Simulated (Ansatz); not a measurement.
# AsH3 (singlet): from Hartree-Fock to the top rungs at a displaced geometry (v2), cc-pVDZ

The task here is to estimate one member of a computed series from the others.

Method: cc-pVDZ, core rule «outside noble gas», up to 14 orbitals frozen; program: Ansatz 0.2.0, Gaussian basis.

To be run: UHF; CCSD(T) on RHF; BCCD(T) on RHF; CISD; CCSDT(Q) on RHF; CCSDTQ on RHF; CASSCF and MRCISD+Q, 8 electrons in 7 orbitals; CASSCF and NEVPT2, 8 electrons in 7 orbitals.

14 further runs of the same task are left out: 6 that didn't finish, 8 set aside as unsound or not needed.

### The geometry

The geometry is a PBE0/def2-TZVP stationary point (not a proven minimum) with its atoms shifted at random (size 0.100 Å). No spin-orbit coupling is included. The filled d shell of As may be among the frozen orbitals whatever the setting's name suggests; the logs give the count.

4 atoms, charge 0, spin multiplicity 1.

Atoms are counted from 1 here; the program's logs count them from 0.

Bond lengths: As1–H2 1.396 Å, As1–H3 1.547 Å, As1–H4 1.594 Å. Angles: H2–As1–H3 91.3°, H2–As1–H4 89.1°, H3–As1–H4 91.4°.

The first run:

in.yaml

```yaml
crystal:
  periodic: [false, false, false]
  atoms:
    - {symbol: As, position_ang: [0.003520, 0.001246, -0.033349]}
    - {symbol: H, position_ang: [1.097758, 0.023595, 0.832628]}
    - {symbol: H, position_ang: [-0.733772, 1.063998, 0.814541]}
    - {symbol: H, position_ang: [-0.625665, -1.180215, 0.831718]}
basis:
  gaussian: {orbitals: cc-pVDZ}
magnetization: {spin_polarized: true, initial_magnetization: 0}
hamiltonian: {xc: hf}
output: {orbitals: {seedname: orbitals}}
```

Command:

```bash
$ ansatz run in.yaml --threads 1 --pin off --events-out ev --progress --plain --max-ram 2393MiB
```

Steps of the session up to this table: UHF; CCSD(T) on RHF; BCCD(T) on RHF; CISD; CCSDT(Q) on RHF; CCSDTQ on RHF; CASSCF and MRCISD+Q, 8 electrons in 7 orbitals; CASSCF and NEVPT2, 8 electrons in 7 orbitals.

One of the session's tables, all rows but one given; the rest of the session is left out.

| method | from RCCSDTQ (kcal/mol) |
| --- | --- |
| RHF | +98.16 |
| RMP2 | +20.00 |
| CISD | +7.29 |
| RCCSD | +2.52 |
| RCCSD(T) | +0.45 |
| BCCD(T) | +0.44 |
| RCCSDT | +0.10 |
| RCCSDT(Q) | +0.01 |
| RCCSDTQ | 0 |
| CASSCF valence | +65.74 |
| NEVPT2 valence | ? |
| MRCISD valence | +3.04 |
| MRCISD+Q valence | -0.11 |

Q: Estimate the row for NEVPT2 valence from the others.

The run gave: from RCCSDTQ (kcal/mol): +16.21. In the column «from RCCSDTQ (kcal/mol)» it lies between CISD (+7.29) and RMP2 (+20.00).
